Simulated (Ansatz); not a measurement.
# Cl3GaH2: the cost of one run

Method: RKS CAM-B3LYP-D4/def2-SVP, in Ansatz 0.2.0.

### 1 The structure to begin with

Bond lengths: Ga1–Cl2 2.614 Å, Ga1–Cl3 2.067 Å, Ga1–Cl4 2.066 Å. Angles: Cl2–Ga1–Cl3 110.6°, Cl2–Ga1–Cl4 111.2°, Cl3–Ga1–Cl4 131.6°.

Coordinates:

```xyz
6

Ga   -0.1453    0.5690   -0.4049
Cl    1.4974   -1.4352   -0.0631
Cl   -1.4616    0.1746   -1.9486
Cl    0.6830    2.3363    0.2734
H     0.1044   -1.0930    0.9548
H    -0.6779   -0.5516    1.1884
```

### 2 Pulling towards end A

Springs on the bonds that form and break draw the guess towards this end; the thresholds are loose.

input.yaml reads:

```yaml
crystal:
  periodic: [false, false, false]
  atoms:
    - { symbol: Ga, position_ang: [-0.1453, 0.569, -0.4049] }
    - { symbol: Cl, position_ang: [1.4974, -1.4352, -0.0631] }
    - { symbol: Cl, position_ang: [-1.4616, 0.1746, -1.9486] }
    - { symbol: Cl, position_ang: [0.683, 2.3363, 0.2734] }
    - { symbol: H, position_ang: [0.1044, -1.093, 0.9548] }
    - { symbol: H, position_ang: [-0.6779, -0.5516, 1.1884] }
basis:
  gaussian: { orbitals: def2-SVP }
hamiltonian:
  xc: cam_b3lyp
  dispersion: d4
relax:
  f_tol: 0.15
  max_steps: 25
  restrain:
    - { distance: [0, 5], at: 2.83, k: 30.0 }
    - { distance: [4, 1], at: 2.63, k: 30.0 }
    - { distance: [0, 1], at: 2.24, k: 30.0 }
    - { distance: [4, 5], at: 0.62, k: 30.0 }
```

Started as:

```console
> ansatz run input.yaml --threads 2 --pin off --max-ram 3072MiB --backend cpu --events-out ev --progress --plain --runs-dir out
```

Q: Estimate wall time and peak memory on 2 threads of Arm Neoverse V1, shared host.

About 27 s, with a peak of 0.27 GiB.
